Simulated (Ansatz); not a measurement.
Working through an equation of state with a fit of Ti, space group Fm-3m

Program: the Python package of Ansatz (0.2.0).

Interactive session:
```pycon
>>> import warnings
>>> import ansatz as az
>>> import numpy as np
>>> SETTINGS = {
...     "mixing_beta": 0.4,
...     "smearing_width": 0.2,
...     "n_empty": 2,
...     "xc": "lda",
...     "kgrid": (10, 10, 10),
... }
>>> vectors0 = np.array([
...     [0.0, 2.03, 2.03],
...     [2.03, 0.0, 2.03],
...     [2.03, 2.03, 0.0],
... ])
>>> sites = [
...     ("Ti", [0.0, 0.0, 0.0]),
... ]
>>> def build(cell):
...     crystal = az.Crystal(lattice=az.Lattice.of(cell))
...     for symbol, position in sites:
...         crystal = crystal.atom(symbol, position)
...     return crystal
...
>>> warnings.simplefilter("ignore", az.DeckWarning)
>>> volumes, energies, pressures = [], [], []
>>> for scale in np.linspace(0.88, 1.12, 7):
...     cell = vectors0 * scale ** (1 / 3)
...     base = build(cell).calculation()
...     base = base.mixing("anderson", ndim=12, beta=SETTINGS["mixing_beta"])
...     base = base.occupations(az.OccupationsMethod.GAUSSIAN, width=SETTINGS["smearing_width"])
...     base = base.basis(18 * az.Ha, density_ratio=8)
...     base = base.scf(extra_bands=SETTINGS["n_empty"])
...     base = base.pseudopotentials("paw").functional(SETTINGS["xc"])
...     base = base.kpoints(*SETTINGS["kgrid"]).stress()
...     data = base.run(threads=1).report
...     volumes.append(abs(np.linalg.det(cell)) / len(sites))
...     energies.append(data["free_energy_ev"] / len(sites))
...     pressures.append(np.trace(data["stress_gpa"]) / 3)
...     print(f"V = {volumes[-1]:8.4f} A^3/atom  F = {energies[-1]:.5f} eV/atom  P = {pressures[-1]:8.3f} GPa")
...
V =  14.7232 A^3/atom  F = -2450.21982 eV/atom  P =   12.056 GPa
V =  15.3924 A^3/atom  F = -2450.25580 eV/atom  P =    5.374 GPa
V =  16.0616 A^3/atom  F = -2450.26628 eV/atom  P =   -0.184 GPa
V =  16.7309 A^3/atom  F = -2450.25558 eV/atom  P =   -4.799 GPa
V =  17.4001 A^3/atom  F = -2450.22729 eV/atom  P =   -8.625 GPa
V =  18.0693 A^3/atom  F = -2450.18443 eV/atom  P =  -11.796 GPa
V =  18.7386 A^3/atom  F = -2450.12950 eV/atom  P =  -14.421 GPa
>>> x = np.array(volumes) ** (-2 / 3)
>>> poly = np.polynomial.Polynomial.fit(x, energies, 3).convert()
>>> roots = poly.deriv().roots()
>>> x0 = min((r.real for r in roots if abs(r.imag) < 1e-9 and poly.deriv(2)(r.real) > 0), key=lambda r: abs(r - x.mean()))
>>> v0 = x0 ** -1.5
>>> b0 = 4 / 9 * poly.deriv(2)(x0) * v0 ** (-7 / 3) * 160.21766
>>> b1 = 4 + 2 / 3 * x0 * poly.deriv(3)(x0) / poly.deriv(2)(x0)
>>> print(f"V0 = {v0:.4f} A^3/atom, B0 = {b0:.1f} GPa, dB/dP = {b1:.2f}")
V0 = 16.0367 A^3/atom, B0 = 121.9 GPa, dB/dP = 3.49
```

A third-order Birch-Murnaghan fit through the 7 points has its minimum at 16.04 Å³ an atom, 4.1 % below the typed cell, with a bulk modulus of 122 GPa and dB/dP = 3.5. From that minimum the energy rises by 46.5 meV an atom on the compressed side and 136.8 meV on the expanded side.

These settings explore the input space; cutoff and mesh may be short of convergence. The run is spin-unpolarised. For a metal this k-point mesh is coarse: on a finer one energies can move by several to tens of meV an atom and pressures by half a GPa or more, differences at one mesh by less. The free energy holds a sizeable smearing term, which stands for no physical temperature. Pressure is positive in compression. This isn't the structure that Ti takes at ambient conditions. Timing: 3 s on 1 thread of Intel(R) Xeon(R) 6975P-C (Granite Rapids), on a shared host, peak memory 0.36 GiB.

(Lines on the test bed's own set-up are left out of the output.)
